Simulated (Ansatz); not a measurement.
**TaSeF: a trial structure relaxed**

Aim: relax a trial structure of TaSeF and see where it ends.

Method: DFT PBE, scalar-relativistic, plane waves, PAW, in Ansatz 0.2.0.

## 1. Starting point

Symmetry: P4/mmm, No. 123, tetragonal system. The conventional cell has a = 3.426 Å, b = 3.426 Å, c = 5.661 Å, α = 90.00°, β = 90.00°, γ = 90.00°. Ta (site symmetry 4/mmm) is surrounded by 4 Se at 2.42 Å and 2 F at 2.83 Å. Around Se (site symmetry 4/mmm) lie 4 Ta at 2.42 Å. F (site symmetry 4/mmm) is surrounded by 2 Ta at 2.83 Å.

Coordinates:

```cif
data_structure
_symmetry_space_group_name_H-M 'P4/mmm'
_symmetry_Int_Tables_number 123
_cell_length_a 3.4264
_cell_length_b 3.4264
_cell_length_c 5.6608
_cell_angle_alpha 90.000
_cell_angle_beta 90.000
_cell_angle_gamma 90.000
_cell_volume 66.46
loop_
_atom_site_label
_atom_site_type_symbol
_atom_site_symmetry_multiplicity
_atom_site_Wyckoff_symbol
_atom_site_fract_x
_atom_site_fract_y
_atom_site_fract_z
_atom_site_occupancy
Ta1 Ta 1 b 0.00000 0.00000 0.50000 1
Se1 Se 1 d 0.50000 0.50000 0.50000 1
F1 F 1 a 0.00000 0.00000 0.00000 1
```

A structure generator made this guess: random cell by space group and Wyckoff sites (P4/mmm, No. 123). Lengths come from tabulated atomic sizes and are only a guess.

## 2. The guess as it stands, on a coarse mesh

Input file input.yaml:

```yaml
crystal:
  lattice:
    - [3.42639116, 0.0, 0.0]
    - [0.0, 3.42639116, 0.0]
    - [0.0, 0.0, 5.66081216]
  atoms:
    - { symbol: Ta, position: [0.0, 0.0, 0.5] }
    - { symbol: Se, position: [0.5, 0.5, 0.5] }
    - { symbol: F, position: [0.0, 0.0, 0.0] }
basis:
  ecutwfc: 420
kpoints:
  mp_grid: { grid: [6, 6, 4] }
hamiltonian:
  xc: pbe
scf:
  occupations: { method: gaussian, width: 0.1 }
  lower_state_search: "off"
output:
  forces: true
  stress: true
  eigenvalues: true
```

Started as:

```sh
$ ansatz run input.yaml --threads 1 --pin off --max-ram 2048MiB --backend cpu --events-out ev --progress --plain --runs-dir out
```

The session goes on with these runs: coarse relaxation; final relaxation.

**Question.** What will these runs give? Wanted: conventional cell; volume; energy over the elements; gap on the mesh.

The runs gave:

| quantity | value |
| --- | --- |
| symmetry at the end (tolerance 0.05 Å) | space group P4/mmm (No. 123) |
| conventional cell | a = 3.670 Å, b = 3.670 Å, c = 4.145 Å, α = 90.00°, β = 90.00°, γ = 90.00° |
| volume | 18.61 Å³/atom |
| energy over the elements (uncorrected; H, N, O, F and Cl as molecules) | -1.20 eV/atom |
| gap on the mesh | none (metal) |

In words: The space group P4/mmm (No. 123) is kept, and the volume per atom shrinks by 16.0 % from the first guess. A negative formation energy is needed for stability but isn't enough; other structures and compounds were not set against it here. No finished test with a distortion of lower symmetry is shown, so the end may be a saddle point. The runs treat Ta without spin-orbit coupling.
